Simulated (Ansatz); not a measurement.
**CdAs2C (II-IV-V2 ordering on zincblende lattice): Wannier runs under varied settings**

Aim: run 2 Wannier inputs for CdAs2C (II-IV-V2 ordering on zincblende lattice) as typed, and read from each log whether it ends well.

Computed with Ansatz 0.2.0 (plane waves, PAW; the settings change from run to run, as each input shows, unless a step's input says otherwise).

1 further run of the same task is left out (it didn't finish). Runs told in other sessions of the task aren't counted.

## 1. The system as given

It takes space group P-4m2 (No. 115, tetragonal). The conventional cell has a = 2.998 Å, b = 2.998 Å, c = 9.136 Å, α = 90.00°, β = 90.00°, γ = 90.00°. Cd (site symmetry -4m2) has 4 Cd at 3.00 Å in its first shell of neighbours. As (site symmetry 2mm) is surrounded by 2 C at 1.97 Å. C (site symmetry -4m2) is surrounded by 4 As at 1.97 Å.

Structure file:

```xyz
4
Lattice="2.9976 0.0000 0.0000 0.0000 2.9976 0.0000 0.0000 0.0000 9.1359" Properties=species:S:1:pos:R:3 pbc="T T T"
Cd    0.0000    0.0000    0.0000
As    0.0000    1.4988    3.2918
C     1.4988    1.4988    4.5680
As    1.4988    0.0000    5.8441
```

The cell was relaxed beforehand with r2SCAN; those runs aren't shown.

## 2. Input 1

input.yaml

```yaml
crystal:
  lattice:
    - [2.9975611375, 0.0, 0.0]
    - [0.0, 2.9975611375, 0.0]
    - [0.0, 0.0, 9.1359412874]
  atoms:
    - { symbol: Cd, position: [0.0, 0.0, 0.0] }
    - { symbol: As, position: [0.0, 0.5, 0.360316501] }
    - { symbol: C, position: [0.5, 0.5, 0.5] }
    - { symbol: As, position: [0.5, 0.0, 0.639683499] }
kpoints:
  mp_grid: { grid: [6, 6, 2] }
  band_path:
    path:
      - [[0.0, 0.0, 0.0], [-2.296614232419e-116, 0.5, -3.346668899084e-67], [0.5, 0.5, -3.077432053995e-32], [0.0, 0.0, 0.0], [-3.58954597172e-50, -4.206318504194e-85, 0.5], [-3.58954597172e-50, 0.5, 0.5], [0.5, 0.5, 0.5], [-3.58954597172e-50, -4.206318504194e-85, 0.5]]
      - [[-2.296614232419e-116, 0.5, -3.346668899084e-67], [-3.58954597172e-50, 0.5, 0.5]]
      - [[0.5, 0.5, -3.077432053995e-32], [0.5, 0.5, 0.5]]
    npoints: 10
hamiltonian:
  xc: pbe
scf:
  occupations: { method: fermi_dirac, width: 0.02 }
  n_extra_bands: 16
output:
  forces: false
  stress: false
  eigenvalues: true
  wannier:
    kmesh: [6, 6, 2]
    projections:
      - { species: C, l: s, shell: 2 }
      - { species: C, l: p, shell: 2 }
      - { species: As, l: s, shell: 4 }
      - { species: As, l: p, shell: 4 }
      - { species: Cd, l: s, shell: 5 }
      - { species: Cd, l: p, shell: 5 }
    minimise: true
    write_hr: true
    conv_tol: 1.0e-08
    max_iter: 1000
    disentanglement: { window: [3.62, 15.62], frozen_window: [-0.38, 19.62] }
```

Started as:

```console
> ansatz run input.yaml --threads 4 --pin off --max-ram 3686MiB --backend cpu --events-out ev --progress --plain --runs-dir out
```

Standard output:

```text
Error: invalid value for `output.wannier.disentanglement.frozen_window`: [-0.38, 19.62] eV must nest inside the outer window [3.62, 15.62] eV
```

Run time: 0.07 s. Hardware: 4 threads of Arm Neoverse V2, shared host; peak memory 0.083 GiB.

What is wrong: The program refused the input. The frozen window reaches beyond the outer window. To mend it, keep the frozen window inside the outer one.

## 3. Input 2

input.yaml, as its differences from that of step 2:

```diff
@@ -22,3 +22,3 @@
   occupations: { method: fermi_dirac, width: 0.02 }
-  n_extra_bands: 16
+  n_extra_bands: 6
 output:
@@ -29,9 +29,3 @@
     kmesh: [6, 6, 2]
-    projections:
-      - { species: C, l: s, shell: 2 }
-      - { species: C, l: p, shell: 2 }
-      - { species: As, l: s, shell: 4 }
-      - { species: As, l: p, shell: 4 }
-      - { species: Cd, l: s, shell: 5 }
-      - { species: Cd, l: p, shell: 5 }
+    projections: []
     minimise: true
@@ -40,2 +34 @@
     max_iter: 1000
-    disentanglement: { window: [3.62, 15.62], frozen_window: [-0.38, 19.62] }
```

Started as:

```console
> ansatz run input.yaml --threads 4 --pin off --max-ram 3686MiB --backend cpu --events-out ev --progress --plain --runs-dir out
```

Standard output:

```text
Error: invalid value for `output.wannier.projections`: must list at least one trial orbital
```

It took 0.05 s on 4 threads of Arm Neoverse V2, shared host; peak memory 0.077 GiB.

**Diagnosis.** Refused before any calculation. No trial orbital is listed. To mend it, list the trial orbitals.

## 4. How the runs ended

| input | settings | ended | fault | time |
| --- | --- | --- | --- | --- |
| 1 | PBE, 16 functions, 6×6×2, window 3.62 to 15.62 eV, frozen -0.38 to 19.62 eV | refused | the frozen window reaches beyond the outer window | 0.07 s |
| 2 | PBE, 0 functions, 6×6×2 | refused | no trial orbital is listed | 0.05 s |

2 refused. No run passed without a fault or warning, so no result is quoted.
